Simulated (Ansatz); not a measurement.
# H7NO3Si2: basis-set convergence

One table from this session's results is given with a row withheld; the runs are named, their logs left out.

Program: Ansatz 0.2.0, Gaussian basis. Level of theory: one geometry, several basis sets. These are calculated values, not measurements.

The runs, in order: PBE0-D4/def2-SVP; ωB97M-V/def2-SVP; PBE0-D4/def2-QZVPP; ωB97M-V/def2-QZVPP; the functionals' def2-TZVPP values are taken from earlier runs.

### The geometry

An earlier PBE0-D4 in a triple-zeta def2 set relaxation fixed the geometry.

SMILES `O[SiH2]N[SiH](O)O`, 13 atoms, charge 0, spin multiplicity 1.

Atoms are counted from 1 here; the program's logs count them from 0.

Bond lengths: O1–Si2 1.661 Å, O1–H7 0.959 Å, Si2–N3 1.709 Å, Si2–H8 1.487 Å, Si2–H9 1.485 Å, N3–Si4 1.719 Å, N3–H10 1.010 Å, Si4–O5 1.641 Å, Si4–O6 1.633 Å, Si4–H11 1.480 Å, O5–H12 0.958 Å, O6–H13 0.965 Å. Angles: Si2–O1–H7 116.4°, O1–Si2–N3 107.4°, O1–Si2–H8 106.9°, O1–Si2–H9 111.8°, N3–Si2–H8 113.4°, N3–Si2–H9 107.8°, H8–Si2–H9 109.6°, Si2–N3–Si4 127.2°, Si2–N3–H10 116.0°, Si4–N3–H10 115.6°, N3–Si4–O5 104.3°, N3–Si4–O6 107.9°, N3–Si4–H11 115.4°, O5–Si4–O6 116.1°, O5–Si4–H11 108.6°, O6–Si4–H11 104.9°, Si4–O5–H12 117.1°, Si4–O6–H13 114.8°.

The first run:

in.yaml

```yaml
crystal:
  periodic: [false, false, false]
  atoms:
    - {symbol: O, position_ang: [-0.302277, -0.598087, 2.034517]}
    - {symbol: Si, position_ang: [0.498146, -1.413021, 0.829054]}
    - {symbol: N, position_ang: [0.812050, -0.293456, -0.423335]}
    - {symbol: Si, position_ang: [-0.294697, 0.819327, -1.124493]}
    - {symbol: O, position_ang: [0.572904, 2.201875, -1.293573]}
    - {symbol: O, position_ang: [-1.602646, 0.907700, -0.151127]}
    - {symbol: H, position_ang: [-0.840971, -1.130267, 2.623098]}
    - {symbol: H, position_ang: [-0.381344, -2.536819, 0.410384]}
    - {symbol: H, position_ang: [1.802594, -1.947528, 1.297231]}
    - {symbol: H, position_ang: [1.785115, -0.138945, -0.644271]}
    - {symbol: H, position_ang: [-0.830149, 0.433179, -2.448974]}
    - {symbol: H, position_ang: [0.219079, 2.869828, -1.882189]}
    - {symbol: H, position_ang: [-1.417303, 0.791513, 0.788475]}
basis:
  gaussian: {orbitals: def2-SVP}
hamiltonian: {xc: pbe0, dispersion: d4}
output: {orbitals: {seedname: orbitals}}
```

On the command line:

```bash
$ ansatz run in.yaml --threads 2 --pin off --events-out ev --progress --plain --max-ram 32768MiB --backend cpu
```

Among the steps run: PBE0-D4 in def2-SVP; ωB97M-V in def2-SVP; PBE0-D4 in def2-QZVPP; ωB97M-V in def2-QZVPP.

One table of the session follows, with a row left open; its other results are not shown here.

| functional | basis | HOMO (eV) | LUMO (eV) |
| --- | --- | --- | --- |
| PBE0-D4 | def2-SVP | -7.74 | 1.05 |
| PBE0-D4 | def2-TZVPP | -7.94 | 0.37 |
| PBE0-D4 | def2-QZVPP | ? | ? |
| ωB97M-V | def2-SVP | -10.05 | 2.84 |
| ωB97M-V | def2-TZVPP | -10.28 | 1.89 |
| ωB97M-V | def2-QZVPP | -10.32 | 1.32 |

Q: Estimate the row for PBE0-D4, def2-QZVPP from the others.

The run gave: HOMO (eV): -7.99; LUMO (eV): 0.07. In the column «HOMO (eV)» it lies between ωB97M-V, def2-SVP (-10.05) and PBE0-D4, def2-TZVPP (-7.94).
